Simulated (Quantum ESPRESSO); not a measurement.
A run of Quantum ESPRESSO 7.5:

Contents of pw.in:

```
&CONTROL
  calculation = 'scf'
  prefix = 'pwscf'
  outdir = './tmp'
  pseudo_dir = './pseudo'
  tprnfor = .true.
  tstress = .true.
  disk_io = 'low'
/
&SYSTEM
  ibrav = 0
  nat = 4
  ntyp = 2
  ecutwfc = 58
  nbnd = 14
  occupations = 'smearing'
  smearing = 'fd'
  degauss = 0.00367493
/
&ELECTRONS
  conv_thr = 8d-10
  electron_maxstep = 120
  mixing_beta = 0.5
/
ATOMIC_SPECIES
Al    26.9815 Al.upf
Cl    35.4500 Cl.upf
CELL_PARAMETERS bohr
   7.5666137118    0.0000000000    0.0000000000
   0.0000000000    7.5666137118    0.0000000000
   0.0000000000    0.0000000000    7.5666137118
ATOMIC_POSITIONS bohr
Al     0.0000000000    3.7833068559    3.7833068559
Al     3.7833068559    0.0000000000    3.7833068559
Al     3.7833068559    3.7833068559    0.0000000000
Cl     0.0000000000    0.0000000000    0.0000000000
K_POINTS automatic
8 8 8 0 0 0
```

Contents of scf2.in:

```
&CONTROL
  calculation = 'scf'
  prefix = 'pwscf'
  outdir = './tmp'
  pseudo_dir = './pseudo'
  tprnfor = .true.
  tstress = .true.
  disk_io = 'low'
/
&SYSTEM
  ibrav = 0
  nat = 4
  ntyp = 2
  ecutwfc = 58
  nbnd = 14
  occupations = 'smearing'
  smearing = 'fd'
  degauss = 0.00367493
/
&ELECTRONS
  conv_thr = 1d-13
  electron_maxstep = 120
  mixing_beta = 0.5
  startingpot = 'file'
  startingwfc = 'file'
/
ATOMIC_SPECIES
Al    26.9815 Al.upf
Cl    35.4500 Cl.upf
CELL_PARAMETERS bohr
   7.5666137118    0.0000000000    0.0000000000
   0.0000000000    7.5666137118    0.0000000000
   0.0000000000    0.0000000000    7.5666137118
ATOMIC_POSITIONS bohr
Al     0.0000000000    3.7833068559    3.7833068559
Al     3.7833068559    0.0000000000    3.7833068559
Al     3.7833068559    3.7833068559    0.0000000000
Cl     0.0000000000    0.0000000000    0.0000000000
K_POINTS automatic
8 8 8 0 0 0
```

Contents of ph.in:

```
phonons of Al3Cl
&INPUTPH
  prefix = 'pwscf'
  outdir = './tmp'
  tr2_ph = 1d-18
  fildyn = 'dyn'
  niter_ph = 90
  alpha_mix(1) = 0.4
/
0.0000000000 0.0000000000 0.0000000000
```

The input dynmat.in:

```
&INPUT
  fildyn = 'dyn'
  asr = 'crystal'
  filout = 'dynmat.disp'
  fileig = 'dynmat.eig'
/
```

Potentials or basis: PseudoDojo 0.4.1 SR PBE standard.

Command:

```console
$ OMP_NUM_THREADS=1 pw.x -in pw.in > pw.out
$ OMP_NUM_THREADS=1 pw.x -in scf2.in > scf2.out
$ OMP_NUM_THREADS=1 ph.x -in ph.in > ph.out
$ OMP_NUM_THREADS=1 dynmat.x -in dynmat.in > dynmat.out
```

Hardware: 1 thread of Arm Neoverse V1, with other jobs on the host.

Q: Estimate the wall time of this run.

A: Run time: 11 min on 1 thread of Arm Neoverse V1, on a shared host, peak memory 0.08 GiB. Counts: scf iterations 12, k pools 1, bands 14, k points 35, g dense 25725.
